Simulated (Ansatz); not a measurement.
**C2Cl2N2Si: one species, many methods**

The task here is to estimate one member of a computed series from the others.

Program: Ansatz 0.2.0, Gaussian basis. Level of theory: functionals in def2-TZVPP, the program's frozen cores in correlated methods. These are calculated values, not measurements.

Plan: LDA (SPW92), PBE-D4, revPBE-D4, BLYP-D4, r2SCAN-D4, B97M-V, PBE0-D4, B3LYP-D4, r2SCANh-D4, r2SCAN0-D4, HSE06-D4, BHLYP-D4, CAM-B3LYP-D4, LC-ωPBE, ωB97X-V, ωB97M-V, B2PLYP, PBE-QIDH; CCSD(T)/def2-SVP; CCSD(T)/def2-TZVPP; MP2/def2-QZVPP; extrapolation to the limit; RPA on PBE.

## The geometry

All runs share one geometry, relaxed beforehand with PBE0-D4 in a triple-zeta def2 set.

SMILES `N#C[Si](Cl)(Cl)C#N`, 7 atoms, charge 0, spin multiplicity 1.

Atoms are counted from 1 here; the program's logs count them from 0.

Bond lengths: N1–C2 1.151 Å, C2–Si3 1.829 Å, Si3–Cl4 2.008 Å, Si3–Cl5 2.008 Å, Si3–C6 1.829 Å, C6–N7 1.151 Å. Angles: N1–C2–Si3 179.5°, C2–Si3–Cl4 109.1°, C2–Si3–Cl5 109.1°, C2–Si3–C6 107.6°, Cl4–Si3–Cl5 112.5°, Cl4–Si3–C6 109.1°, Cl5–Si3–C6 109.1°, Si3–C6–N7 179.5°.

Coordinates:

| atom | x (Å) | y (Å) | z (Å) |
| --- | --- | --- | --- |
| N1 | -1.7344 | 0.7039 | 1.9573 |
| C2 | -0.9618 | 0.5601 | 1.1162 |
| Si3 | 0.2694 | 0.3469 | -0.2198 |
| Cl4 | -0.3410 | 1.3560 | -1.8455 |
| Cl5 | 2.0661 | 0.9592 | 0.4367 |
| C6 | 0.3519 | -1.4368 | -0.6168 |
| N7 | 0.4110 | -2.5573 | -0.8739 |

Set-up of the first run:

Input file in.yaml:

```yaml
crystal:
  periodic: [false, false, false]
  atoms:
    - {symbol: N, position_ang: [-1.734354, 0.703946, 1.957345]}
    - {symbol: C, position_ang: [-0.961764, 0.560133, 1.116167]}
    - {symbol: Si, position_ang: [0.269449, 0.346890, -0.219752]}
    - {symbol: Cl, position_ang: [-0.341008, 1.355978, -1.845461]}
    - {symbol: Cl, position_ang: [2.066122, 0.959204, 0.436673]}
    - {symbol: C, position_ang: [0.351863, -1.436809, -0.616822]}
    - {symbol: N, position_ang: [0.410991, -2.557343, -0.873850]}
basis:
  gaussian: {orbitals: def2-TZVPP}
hamiltonian: {xc: lda}
output: {orbitals: {seedname: orbitals}}
```

Command:

```console
> ansatz run in.yaml --threads 4 --pin off --events-out ev --progress --plain --max-ram 10444MiB
```

Among the steps run: LDA; PBE-D4 (GGA); revPBE-D4 (GGA); BLYP-D4 (GGA); r2SCAN-D4 (meta-GGA); B97M-V (meta-GGA); PBE0-D4 (hybrid); B3LYP-D4 (hybrid); r2SCANh-D4 (hybrid); r2SCAN0-D4 (hybrid); HSE06-D4 (hybrid); BHLYP-D4 (hybrid); CAM-B3LYP-D4 (range-separated); LC-ωPBE (range-separated); ωB97X-V (range-separated); ωB97M-V (range-separated); B2PLYP (double hybrid); PBE-QIDH (double hybrid).

One table of the session follows, with a row left open; its other results are not shown here.

It belongs to the step «Orbital energies across the functionals». 

| functional | HOMO (eV) | LUMO (eV) | gap (eV) |
| --- | --- | --- | --- |
| LDA (SPW92) | -9.16 | -3.48 | 5.68 |
| PBE-D4 | -8.99 | -3.19 | 5.80 |
| revPBE-D4 | -8.93 | -3.08 | 5.85 |
| BLYP-D4 | -8.81 | -3.01 | 5.80 |
| r2SCAN-D4 | -9.37 | -3.04 | 6.33 |
| B97M-V | -9.40 | -2.91 | 6.49 |
| PBE0-D4 | -10.42 | -2.27 | 8.15 |
| B3LYP-D4 | -10.12 | -2.45 | 7.67 |
| r2SCANh-D4 | -9.88 | -2.70 | 7.19 |
| r2SCAN0-D4 | -10.66 | -2.19 | 8.48 |
| HSE06-D4 | -10.01 | -2.65 | 7.36 |
| BHLYP-D4 | -11.67 | -1.18 | 10.49 |
| CAM-B3LYP-D4 | -11.79 | -1.11 | 10.68 |
| LC-ωPBE | -13.27 | 0.03 | 13.29 |
| ωB97X-V | ? | ? | ? |
| ωB97M-V | -12.67 | -0.12 | 12.54 |

Q: Estimate the row for ωB97X-V from the others.

The run gave: HOMO (eV): -12.84; LUMO (eV): -0.03; gap (eV): 12.81. In the column «HOMO (eV)» it lies between LC-ωPBE (-13.27) and ωB97M-V (-12.67).
